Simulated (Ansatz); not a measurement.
**RuF (sextet): wave-function methods side by side, def2-QZVPP**

An exercise on one series of results from a longer session: the logs are not shown, and one member is left open.

Program: Ansatz 0.2.0, Gaussian basis. Level of theory: def2-QZVPP, core rule «outside noble gas», up to 5 orbitals frozen. These are calculated values, not measurements.

To be run: UHF; ROHF; CCSD(T) on UHF.

**The system**

The geometry is a PBE0/def2-TZVP stationary point (not a proven minimum) of the parent state, kept for this charge and spin. No spin-orbit coupling is included. Elements past krypton take def2 core potentials.

2 atoms, charge 0, spin multiplicity 6.

Atoms are counted from 1 here; the program's logs count them from 0.

Bond lengths: Ru1–F2 1.896 Å.

Coordinates:

```xyz
2
FRu
Ru    0.0000    0.0000    0.0000
F     0.0000    0.0000    1.8958
```

The first run:

Input file in.yaml:

```yaml
crystal:
  periodic: [false, false, false]
  atoms:
    - {symbol: Ru, position_ang: [0.000000, 0.000000, 0.000000]}
    - {symbol: F, position_ang: [0.000000, 0.000000, 1.895800]}
basis:
  gaussian: {orbitals: "def2-QZVPP.json"}
magnetization: {spin_polarized: true, initial_magnetization: 5}
hamiltonian: {xc: hf}
output: {orbitals: {seedname: orbitals}}
```

Run with:

```
$ ansatz run in.yaml --threads 1 --pin off --events-out ev --progress --plain --max-ram 4096MiB --backend cpu
```

Among the steps run: UHF; ROHF; CCSD(T) on UHF.

One of the session's tables, all rows but one given; the rest of the session is left out.

It belongs to the step «Misses and costs». 

| method | from UCCSD(T) (meV) |
| --- | --- |
| ROHF | +13207.9 |
| UHF | ? |
| UMP2 | +487.3 |
| UCCSD | +481.5 |
| UCCSD(T) | 0 |

Q: Estimate the row for UHF from the others.

**Answer.** from UCCSD(T) (meV): +13056.9. In the column «from UCCSD(T) (meV)» it lies between UMP2 (+487.3) and ROHF (+13207.9).
